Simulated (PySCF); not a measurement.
# CHBr3: electronic excitations at several levels of theory, part 2 of 2

PySCF 2.14.0. Atoms count from 0. The steps go on from the part before.

## Step 10: Ultraviolet spectrum: wB97X-D/def2-SVPD

Job settings and geometry (Å):

```
{"job": {"kind": "uv", "xc": "wB97X-D", "basis": "def2-SVPD", "ip": true}, "charge": 0, "multiplicity": 1}
Br    -1.732078     0.502805    -0.521188
C      0.019545     0.005798     0.103236
Br     1.405309     1.011563    -0.776473
Br     0.317362    -1.890914    -0.033357
H      0.064714     0.260268     1.165673
```

With the program's defaults for keys left out, this is: TDDFT wB97X-D/def2-SVPD, vertical, gas phase, core orbitals frozen in the response.

The program printed:

```text
coarse grid: 29648 points
cycle   1  E = -7760.2484863107  dE = -2.740e+00  |g| = 6.208e-01  |ddm| = 2.747e+00
cycle   2  E = -7760.1494416241  dE =  9.904e-02  |g| = 9.364e-01  |ddm| = 1.562e+00
cycle   3  E = -7760.3623711657  dE = -2.129e-01  |g| = 5.358e-02  |ddm| = 9.481e-01
cycle   4  E = -7760.3628557689  dE = -4.846e-04  |g| = 2.361e-02  |ddm| = 8.379e-02
cycle   5  E = -7760.3629666826  dE = -1.109e-04  |g| = 3.258e-03  |ddm| = 3.931e-02
cycle   6  E = -7760.3629779622  dE = -1.128e-05  |g| = 8.998e-04  |ddm| = 1.571e-02
cycle   7  E = -7760.3629786493  dE = -6.871e-07  |g| = 3.164e-04  |ddm| = 3.535e-03
final grid: 55808 points
cycle   8  E = -7760.3628281333  dE = -3.661e-07  |g| = 4.959e-04  |ddm| = 4.045e-03
cycle   9  E = -7760.3628281623  dE = -2.902e-08  |g| = 3.252e-04  |ddm| = 9.123e-04
cycle  10  E = -7760.3628281728  dE = -1.050e-08  |g| = 4.674e-05  |ddm| = 2.990e-04
cycle  11  E = -7760.3628281739  dE = -1.062e-09  |g| = 3.782e-05  |ddm| = 1.388e-04
cycle  12  E = -7760.3628281745  dE = -6.003e-10  |g| = 7.544e-06  |ddm| = 7.800e-05
converged SCF energy = -7760.3628281745

Static polarisability (au): isotropic 77.827, principal 59.842 86.813 86.827

Singlet excitations
state   eV       nm        f      main configurations
  1   5.0523    245.4   0.00000   H->L 0.93
  2   5.5608    223.0   0.01789   H-1->L 0.84
  3   5.5625    222.9   0.01784   H-2->L 0.84
  4   5.5645    222.8   0.00007   H-3->L 0.88
  5   6.0642    204.5   0.00778   H-4->L 0.30, H-5->L 0.29, H->L+1 0.16
  6   6.0647    204.4   0.00782   H-5->L 0.30, H-4->L 0.29, H->L+2 0.16
  7   6.8241    181.7   0.00062   H->L+1 0.62, H-5->L 0.22
  8   6.8256    181.6   0.00063   H->L+2 0.62, H-4->L 0.22
  9   7.0745    175.3   0.00700   H-1->L+1 0.42, H-2->L+2 0.39, H-3->L 0.09
 10   7.1735    172.8   0.00008   H-3->L+1 0.30, H-1->L+2 0.18, H-2->L+1 0.16

Triplet excitations (Tamm-Dancoff, eV): 4.5476 4.9032 4.9049 5.0019
Vertical ionisation energy (delta-SCF) = 10.4307 eV
Vertical electron affinity (delta-SCF) = 0.1224 eV
```

It took 1.8 min on 1 thread of Arm Neoverse V1, shared host; peak memory 0.76 GiB.

In short: HOMO -10.05 eV, LUMO -0.21 eV; lowest singlet 5.05 eV.

## Step 11: Excited states and response: LC-wPBE/def2-SVPD

Job settings and geometry (Å):

```
{"job": {"kind": "uv", "xc": "LC-wPBE", "basis": "def2-SVPD", "ip": true}, "charge": 0, "multiplicity": 1}
Br    -1.732078     0.502805    -0.521188
C      0.019545     0.005798     0.103236
Br     1.405309     1.011563    -0.776473
Br     0.317362    -1.890914    -0.033357
H      0.064714     0.260268     1.165673
```

With the program's defaults for keys left out, this is: TDDFT LC-wPBE/def2-SVPD, vertical, gas phase, core orbitals frozen in the response.

The program printed:

```text
coarse grid: 29648 points
cycle   1  E = -7758.9646601680  dE = -2.686e+00  |g| = 7.088e-01  |ddm| = 2.796e+00
cycle   2  E = -7758.9065083972  dE =  5.815e-02  |g| = 9.184e-01  |ddm| = 1.603e+00
cycle   3  E = -7759.1080484133  dE = -2.015e-01  |g| = 6.987e-02  |ddm| = 9.676e-01
cycle   4  E = -7759.1088438957  dE = -7.955e-04  |g| = 3.235e-02  |ddm| = 1.117e-01
cycle   5  E = -7759.1091143193  dE = -2.704e-04  |g| = 4.820e-03  |ddm| = 6.564e-02
cycle   6  E = -7759.1091426624  dE = -2.834e-05  |g| = 1.245e-03  |ddm| = 2.525e-02
cycle   7  E = -7759.1091439589  dE = -1.297e-06  |g| = 4.583e-04  |ddm| = 4.492e-03
final grid: 55808 points
cycle   8  E = -7759.1091188786  dE = -1.612e-07  |g| = 2.438e-04  |ddm| = 1.835e-03
cycle   9  E = -7759.1091189127  dE = -3.415e-08  |g| = 1.801e-04  |ddm| = 7.499e-04
cycle  10  E = -7759.1091189236  dE = -1.089e-08  |g| = 6.849e-05  |ddm| = 2.665e-04
cycle  11  E = -7759.1091189277  dE = -4.144e-09  |g| = 3.221e-05  |ddm| = 2.340e-04
cycle  12  E = -7759.1091189288  dE = -1.039e-09  |g| = 5.433e-06  |ddm| = 1.570e-04
cycle  13  E = -7759.1091189288  dE =  2.910e-11  |g| = 2.088e-06  |ddm| = 1.400e-05
converged SCF energy = -7759.1091189288

Static polarisability (au): isotropic 75.392, principal 58.395 83.880 83.900

Singlet excitations
state   eV       nm        f      main configurations
  1   5.3815    230.4   0.00000   H->L 0.83
  2   5.7956    213.9   0.01255   H-1->L 0.70
  3   5.7970    213.9   0.01258   H-2->L 0.70
  4   5.8142    213.2   0.00001   H-3->L 0.74
  5   6.2091    199.7   0.00554   H-5->L 0.30, H-4->L 0.18, H->L+1 0.16
  6   6.2096    199.7   0.00558   H-4->L 0.30, H-5->L 0.18, H->L+2 0.16
  7   7.5291    164.7   0.00068   H->L+1 0.43, H-5->L 0.16, H-2->L 0.11
  8   7.5301    164.7   0.00070   H->L+2 0.43, H-4->L 0.16, H-1->L 0.11
  9   7.6850    161.3   0.01035   H-1->L+1 0.28, H-2->L+2 0.28, H-3->L 0.18
 10   7.8151    158.6   0.00000   H-2->L+1 0.28, H-1->L+2 0.28

Triplet excitations (Tamm-Dancoff, eV): 4.7299 5.0160 5.0170 5.1098
Vertical ionisation energy (delta-SCF) = 10.8677 eV
```

Run time: 2.3 min. Hardware: 1 thread of Arm Neoverse V1, shared host; peak memory 0.68 GiB.

Key values: HOMO -10.89 eV, LUMO 0.34 eV; lowest singlet 5.38 eV.

## Step 12: Excited states and response: PBE0/6-31G*

Job settings and geometry (Å):

```
{"job": {"kind": "uv", "xc": "PBE0", "basis": "6-31G*"}, "charge": 0, "multiplicity": 1}
Br    -1.732078     0.502805    -0.521188
C      0.019545     0.005798     0.103236
Br     1.405309     1.011563    -0.776473
Br     0.317362    -1.890914    -0.033357
H      0.064714     0.260268     1.165673
```

Level: TDDFT PBE0/6-31G*, vertical, gas phase, core orbitals frozen in the response.

The program printed:

```text
coarse grid: 29648 points
cycle   1  E = -7759.2409127935  dE = -2.726e+00  |g| = 4.349e-01  |ddm| = 2.521e+00
cycle   2  E = -7759.1089839277  dE =  1.319e-01  |g| = 8.565e-01  |ddm| = 1.113e+00
cycle   3  E = -7759.2929687229  dE = -1.840e-01  |g| = 4.291e-02  |ddm| = 7.033e-01
cycle   4  E = -7759.2931197125  dE = -1.510e-04  |g| = 1.211e-02  |ddm| = 3.138e-02
cycle   5  E = -7759.2931467306  dE = -2.702e-05  |g| = 1.646e-03  |ddm| = 1.119e-02
cycle   6  E = -7759.2931475140  dE = -7.834e-07  |g| = 3.876e-04  |ddm| = 3.039e-03
final grid: 55808 points
cycle   7  E = -7759.2931174592  dE = -2.410e-08  |g| = 2.927e-04  |ddm| = 8.998e-04
cycle   8  E = -7759.2931174678  dE = -8.591e-09  |g| = 2.445e-04  |ddm| = 7.214e-04
cycle   9  E = -7759.2931174851  dE = -1.731e-08  |g| = 1.451e-05  |ddm| = 3.106e-04
cycle  10  E = -7759.2931174851  dE = -6.366e-11  |g| = 6.198e-06  |ddm| = 1.908e-05
converged SCF energy = -7759.2931174851

Static polarisability (au): isotropic 57.734, principal 38.406 67.383 67.415

Singlet excitations
state   eV       nm        f      main configurations
  1   4.7769    259.5   0.00000   H->L 0.99
  2   5.3304    232.6   0.00015   H-3->L 0.98
  3   5.3486    231.8   0.02361   H-1->L 0.96
  4   5.3502    231.7   0.02364   H-2->L 0.96
  5   5.9546    208.2   0.00574   H-4->L 0.91
  6   5.9560    208.2   0.00578   H-5->L 0.91
  7   6.5257    190.0   0.00272   H->L+1 0.91
  8   6.5285    189.9   0.00274   H->L+2 0.91
  9   6.9261    179.0   0.00033   H-1->L+1 0.54, H-2->L+2 0.39
 10   6.9415    178.6   0.00001   H-3->L+1 0.36, H-1->L+2 0.21, H-2->L+1 0.21

Triplet excitations (Tamm-Dancoff, eV): 4.2969 4.6748 4.6761 4.7831
```

It took 8.8 s on 1 thread of Arm Neoverse V1, shared host; peak memory 0.56 GiB.

This run: HOMO -8.12 eV, LUMO -1.89 eV; lowest singlet 4.78 eV.

## Step 13: Ultraviolet spectrum: PBE0/def2-SVP

Job settings and geometry (Å):

```
{"job": {"kind": "uv", "xc": "PBE0", "basis": "def2-SVP"}, "charge": 0, "multiplicity": 1}
Br    -1.732078     0.502805    -0.521188
C      0.019545     0.005798     0.103236
Br     1.405309     1.011563    -0.776473
Br     0.317362    -1.890914    -0.033357
H      0.064714     0.260268     1.165673
```

With the program's defaults for keys left out, this is: TDDFT PBE0/def2-SVP, vertical, gas phase, core orbitals frozen in the response.

The program printed:

```text
coarse grid: 29648 points
cycle   1  E = -7759.2010303283  dE = -2.795e+00  |g| = 4.347e-01  |ddm| = 2.608e+00
cycle   2  E = -7759.0603685974  dE =  1.407e-01  |g| = 8.752e-01  |ddm| = 1.142e+00
cycle   3  E = -7759.2529971573  dE = -1.926e-01  |g| = 4.009e-02  |ddm| = 7.475e-01
cycle   4  E = -7759.2531214853  dE = -1.243e-04  |g| = 1.188e-02  |ddm| = 2.437e-02
cycle   5  E = -7759.2531421400  dE = -2.065e-05  |g| = 1.551e-03  |ddm| = 1.092e-02
cycle   6  E = -7759.2531426893  dE = -5.493e-07  |g| = 3.325e-04  |ddm| = 3.003e-03
final grid: 55808 points
cycle   7  E = -7759.2530908438  dE = -1.966e-08  |g| = 2.566e-04  |ddm| = 7.687e-04
cycle   8  E = -7759.2530908495  dE = -5.717e-09  |g| = 2.132e-04  |ddm| = 5.472e-04
cycle   9  E = -7759.2530908591  dE = -9.573e-09  |g| = 2.207e-05  |ddm| = 2.253e-04
cycle  10  E = -7759.2530908593  dE = -1.801e-10  |g| = 6.410e-06  |ddm| = 2.400e-05
converged SCF energy = -7759.2530908593

Static polarisability (au): isotropic 57.097, principal 38.146 66.556 66.590

Singlet excitations
state   eV       nm        f      main configurations
  1   4.9448    250.7   0.00000   H->L 0.99
  2   5.4612    227.0   0.00007   H-3->L 0.98
  3   5.5108    225.0   0.02041   H-1->L 0.95
  4   5.5125    224.9   0.02044   H-2->L 0.95
  5   6.1247    202.4   0.00485   H-4->L 0.86
  6   6.1259    202.4   0.00490   H-5->L 0.86
  7   6.5393    189.6   0.00270   H->L+1 0.87, H-5->L 0.09
  8   6.5420    189.5   0.00272   H->L+2 0.87, H-4->L 0.09
  9   6.9227    179.1   0.00003   H-1->L+1 0.54, H-2->L+2 0.38
 10   6.9376    178.7   0.00014   H-3->L+1 0.37, H-1->L+2 0.21, H-2->L+1 0.20

Triplet excitations (Tamm-Dancoff, eV): 4.4358 4.8012 4.8025 4.9040
```

It took 9.2 s on 1 thread of Arm Neoverse V1, shared host; peak memory 0.56 GiB.

Key values: HOMO -8.00 eV, LUMO -1.60 eV; lowest singlet 4.94 eV.

## Step 14: Excited states and response: PBE0/def2-TZVP

Job settings and geometry (Å):

```
{"job": {"kind": "uv", "xc": "PBE0", "basis": "def2-TZVP"}, "charge": 0, "multiplicity": 1}
Br    -1.732078     0.502805    -0.521188
C      0.019545     0.005798     0.103236
Br     1.405309     1.011563    -0.776473
Br     0.317362    -1.890914    -0.033357
H      0.064714     0.260268     1.165673
```

Level: TDDFT PBE0/def2-TZVP, vertical, gas phase, core orbitals frozen in the response.

The program printed:

```text
coarse grid: 29648 points
cycle   1  E = -7760.1860267601  dE = -2.753e+00  |g| = 5.745e-01  |ddm| = 2.183e+00
cycle   2  E = -7760.0813685896  dE =  1.047e-01  |g| = 8.265e-01  |ddm| = 7.742e-01
cycle   3  E = -7760.2271994684  dE = -1.458e-01  |g| = 2.173e-01  |ddm| = 5.930e-01
cycle   4  E = -7760.2359127358  dE = -8.713e-03  |g| = 2.338e-02  |ddm| = 1.295e-01
cycle   5  E = -7760.2360283218  dE = -1.156e-04  |g| = 3.555e-03  |ddm| = 2.019e-02
cycle   6  E = -7760.2360308361  dE = -2.514e-06  |g| = 6.837e-04  |ddm| = 4.419e-03
final grid: 55808 points
cycle   7  E = -7760.2360232210  dE = -5.559e-08  |g| = 5.730e-04  |ddm| = 1.107e-03
cycle   8  E = -7760.2360232163  dE =  4.737e-09  |g| = 5.921e-04  |ddm| = 8.590e-04
cycle   9  E = -7760.2360232766  dE = -6.032e-08  |g| = 1.792e-04  |ddm| = 4.566e-04
cycle  10  E = -7760.2360232843  dE = -7.636e-09  |g| = 1.513e-05  |ddm| = 1.111e-04
cycle  11  E = -7760.2360232843  dE = -6.912e-11  |g| = 2.065e-06  |ddm| = 1.120e-05
converged SCF energy = -7760.2360232843

Static polarisability (au): isotropic 70.584, principal 50.534 80.595 80.623

Singlet excitations
state   eV       nm        f      main configurations
  1   4.8463    255.8   0.00000   H->L 0.99
  2   5.3579    231.4   0.00033   H-3->L 0.98
  3   5.4048    229.4   0.02517   H-1->L 0.95
  4   5.4064    229.3   0.02521   H-2->L 0.95
  5   6.0152    206.1   0.00813   H-4->L 0.88
  6   6.0165    206.1   0.00819   H-5->L 0.87
  7   6.4935    190.9   0.00625   H->L+1 0.88, H-5->L 0.08
  8   6.4961    190.9   0.00630   H->L+2 0.88
  9   6.8761    180.3   0.00256   H-1->L+1 0.55, H-2->L+2 0.37
 10   6.8876    180.0   0.00007   H-3->L+1 0.40, H-1->L+2 0.20, H-2->L+1 0.19

Triplet excitations (Tamm-Dancoff, eV): 4.3603 4.7336 4.7349 4.8306
```

It took 22 s on 1 thread of Arm Neoverse V1, shared host; peak memory 0.85 GiB.

Key values: HOMO -8.13 eV, LUMO -1.83 eV; lowest singlet 4.85 eV.

## Step 15: Run by run: electronic excitations

Excitations and ground-state properties, with basis size and wall time:

| run | lowest singlet (eV) | brightest (eV) | f | gap (eV) | α (Å³) | μ (D) | functions | time |
| --- | --- | --- | --- | --- | --- | --- | --- | --- |
| HF/def2-SVPD | 5.92 | 8.72 | 0.062 | 12.44 | 11.05 | 0.96 | 151 | 45 s |
| LDA/def2-SVPD | 4.15 | 5.91 | 0.035 | 3.99 | 12.15 | 0.82 | 151 | 70 s |
| PBE/def2-SVPD | 4.15 | 5.98 | 0.033 | 4.01 | 12.16 | 0.79 | 151 | 81 s |
| B3LYP/def2-SVPD | 4.61 | 5.18 | 0.020 | 5.70 | 11.80 | 0.83 | 151 | 98 s |
| PBE0/def2-SVPD | 4.79 | 5.35 | 0.020 | 6.21 | 11.63 | 0.84 | 151 | 91 s |
| BHandHLYP/def2-SVPD | 5.21 | 5.70 | 0.019 | 8.31 | 11.35 | 0.88 | 151 | 85 s |
| CAM-B3LYP/def2-SVPD | 5.02 | 5.53 | 0.017 | 8.62 | 11.51 | 0.86 | 151 | 1.9 min |
| wB97X-D/def2-SVPD | 5.05 | 5.56 | 0.018 | 9.83 | 11.53 | 0.85 | 151 | 1.8 min |
| LC-wPBE/def2-SVPD | 5.38 | 5.80 | 0.013 | 11.23 | 11.17 | 0.87 | 151 | 2.3 min |
| PBE0/6-31G* | 4.78 | 5.35 | 0.024 | 6.23 | 8.56 | 1.05 | 112 | 8.8 s |
| PBE0/def2-SVP | 4.94 | 5.51 | 0.020 | 6.40 | 8.46 | 0.92 | 115 | 9.2 s |
| PBE0/def2-TZVP | 4.85 | 5.41 | 0.025 | 6.30 | 10.46 | 0.91 | 181 | 22 s |

Measured dipole: 0.99 D (gas; NIST CCCBDB Release 22 (SRD 101), experimental dipoles).

Measured polarisability: 11.84 Å³ (gas; NIST CCCBDB Release 22 (SRD 101), experimental polarizabilities).

## Step 16: Results

What follows sums up all 2 parts.

| quantity | value |
| --- | --- |
| point group | C3v |
| rotational constants (main isotopes) | 1.24, 1.24, 0.63 GHz |
| lowest singlet (HF/def2-SVPD) | 5.92 eV (209 nm), f = 0.000 |
| brightest single state of those computed | state 10, 8.72 eV, f = 0.062 |
| lowest triplet | 5.13 eV |
| vertical ionisation energy (ΔSCF) | 10.52 eV |
| range of the lowest singlet | 4.15 to 5.92 eV |

**Reading.** Single values in the summary come from the first run of each kind that ended normally (HF/def2-SVPD), which need not be the best level. The start was shaken at random, so part of the energy gained undoes that. The lowest singlet, at 5.92 eV, is HOMO→LUMO 0.63, HOMO→LUMO+4 0.10 and is dark; of the 10 states computed, the strongest absorption comes from state 10 at 8.72 eV (the last computed, so partners may be missing). The lowest triplet lies 0.80 eV below the lowest singlet (triplets in Tamm-Dancoff, singlets in full TDDFT). The dipole moment, 0.96 D, compares with 0.99 D measured. The lowest singlet runs from 4.15 eV (LDA/def2-SVPD) to 5.92 eV (HF/def2-SVPD), while the orbital gap spans 3.99 to 12.44 eV. The lowest state need not be the same one in every run. The runs solved for a few states only, so the brightest column depends on that window. For the measured dipole, HF/def2-SVPD misses least (0.03 D, 45 s) and PBE/def2-SVPD most (0.20 D, 81 s); the quickest, PBE0/6-31G*, misses by 0.06 D in 8.8 s. For the measured polarisability, B3LYP/def2-SVPD misses least (0.04 Å³, 98 s) and PBE0/def2-SVP most (3.38 Å³, 9.2 s); the quickest, PBE0/6-31G*, misses by 3.28 Å³ in 8.8 s. One molecule ranks no method: errors cancel, and vibration and temperature are missing from all runs.
